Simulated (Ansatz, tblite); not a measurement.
**The cluster H₅Au₃: rung by rung**

Aim: run the singlet of the cluster H₅Au₃ at one geometry on many levels, and compare frontier levels, spin and run time.

The runs use Ansatz 0.2.0, Gaussian basis; as each input shows.

Levels to be run: GFN1-xTB, GFN2-xTB, PBE-D4/def2-TZVP, r2SCAN-D4/def2-TZVP, revPBE-D4/def2-TZVP, ωB97X-V/def2-TZVP, CAM-B3LYP-D4/def2-TZVP, LC-ωPBE/def2-TZVP, BHLYP-D4/def2-TZVP, PBE-D4/def2-SVP, PBE0-D4/def2-SVP, PBE0-D4/def2-TZVPD, PBE-D4/def2-TZVPD, r2SCAN-D4/def2-TZVPD, CCSD(T)/def2-TZVP, RPA/def2-TZVP.

## Step 1: The geometry

The singlet was relaxed beforehand with r2SCAN-D4/def2-SVP. At that level it is the lowest of the isomers that a small search found.

8 atoms, charge 0, spin multiplicity 1.

Bond lengths: Au1–Au2 2.690 Å, Au1–Au3 2.669 Å, Au1–H7 1.563 Å, Au2–Au3 2.964 Å, Au2–H5 1.581 Å, Au2–H6 1.554 Å, Au2–H8 1.766 Å, Au3–H4 1.590 Å, Au3–H8 1.773 Å. Angles: Au2–Au1–Au3 67.2°, Au2–Au1–H7 96.4°, Au3–Au1–H7 163.6°, Au1–Au2–Au3 56.1°, Au1–Au2–H5 100.0°, Au1–Au2–H6 177.8°, Au1–Au2–H8 89.3°, Au3–Au2–H5 156.0°, Au3–Au2–H6 126.1°, Au3–Au2–H8 33.2°, H5–Au2–H6 77.8°, H5–Au2–H8 170.8°, H6–Au2–H8 93.0°, Au1–Au3–Au2 56.8°, Au1–Au3–H4 93.3°, Au1–Au3–H8 89.8°, Au2–Au3–H4 150.0°, Au2–Au3–H8 33.0° and more.

Coordinates:

```xyz
8
charge 0, multiplicity 1
Au    0.1608   -1.6944   -0.1889
Au   -0.6501    0.7185    0.6810
Au    1.3996    0.3224   -1.4233
H     2.2458   -0.6480   -2.3555
H    -1.7388    0.2762    1.7385
H    -1.1583    2.0852    1.2192
H    -0.7617   -2.5374    0.7492
H     0.5027    1.4773   -0.4201
```

Au takes a core potential in the def2 sets. No spin-orbit coupling is included.

PBE0-D4/def2-TZVP was run before; its log isn't repeated, and its numbers join the tables.

## Step 2: GFN1-xTB

Tight binding, by tblite at 300 K electronic temperature and without a spin-polarisation term:

```python
tblite.interface.Calculator('GFN1-xTB', numbers, positions, charge=0, uhf=0).singlepoint()
```

Energy -394.3320 eV, HOMO -11.74 eV, LUMO -9.29 eV; 0.004 s.

## Step 3: GFN2-xTB

Tight binding, by tblite at 300 K electronic temperature and without a spin-polarisation term:

```python
tblite.interface.Calculator('GFN2-xTB', numbers, positions, charge=0, uhf=0).singlepoint()
```

Energy -384.8158 eV, HOMO -10.79 eV, LUMO -8.45 eV; 0.003 s.

## Step 4: PBE-D4/def2-TZVP

start.molden holds the orbitals of an earlier run on this state, given as this run's starting guess.

Input file in.yaml:

```yaml
crystal:
  periodic: [false, false, false]
  atoms:
    - {symbol: Au, position_ang: [0.160818, -1.694354, -0.188877]}
    - {symbol: Au, position_ang: [-0.650113, 0.718540, 0.680965]}
    - {symbol: Au, position_ang: [1.399553, 0.322435, -1.423252]}
    - {symbol: H, position_ang: [2.245849, -0.647977, -2.355529]}
    - {symbol: H, position_ang: [-1.738791, 0.276235, 1.738454]}
    - {symbol: H, position_ang: [-1.158279, 2.085238, 1.219222]}
    - {symbol: H, position_ang: [-0.761690, -2.537436, 0.749159]}
    - {symbol: H, position_ang: [0.502654, 1.477319, -0.420142]}
basis:
  gaussian: {orbitals: def2-TZVP, initial_orbitals: start.molden}
hamiltonian: {xc: pbe, dispersion: d4}
scf: {omitted_lower_state_checks: [starts]}
output: {orbitals: {seedname: orbitals}}
```

On the command line:

```sh
> ansatz run in.yaml --threads 4 --pin off --events-out ev --progress --plain --max-ram 3916MiB
```

Further steps of the session: r2SCAN-D4/def2-TZVP; revPBE-D4/def2-TZVP; ωB97X-V/def2-TZVP; CAM-B3LYP-D4/def2-TZVP; LC-ωPBE/def2-TZVP; BHLYP-D4/def2-TZVP; PBE-D4/def2-SVP; PBE0-D4/def2-SVP; PBE0-D4/def2-TZVPD; PBE-D4/def2-TZVPD; r2SCAN-D4/def2-TZVPD; CCSD(T)/def2-TZVP; RPA/def2-TZVP.

**Question.** What will the summary of the whole plan be? Wanted: gap in def2-TZVP, named functionals, smallest and largest; correlation energy, CCSD(T)/def2-TZVP; binding an atom, CCSD(T)/def2-TZVP; PBE0 total energy, smallest basis above largest.

As calculated:

| quantity | value |
| --- | --- |
| gap in def2-TZVP, named functionals, smallest and largest | 3.07 eV (PBE-D4), 8.81 eV (LC-ωPBE) |
| correlation energy, CCSD(T)/def2-TZVP | -37.56 eV |
| binding an atom, CCSD(T)/def2-TZVP | 1.980 eV |
| PBE0 total energy, smallest basis above largest | 1.21 eV (def2-SVP, def2-TZVPD) |

What this shows: Orbital gaps of the named functionals in def2-TZVP span 3.07 eV (PBE-D4) to 8.81 eV (LC-ωPBE); exact exchange widens it. The functionals in def2-TZVP miss CCSD(T)/def2-TZVP by -0.108 (BHLYP-D4) to +0.167 eV (r2SCAN-D4) an atom. CCSD(T)/def2-TZVP isn't at the basis-set limit; small misses against it rank nothing.
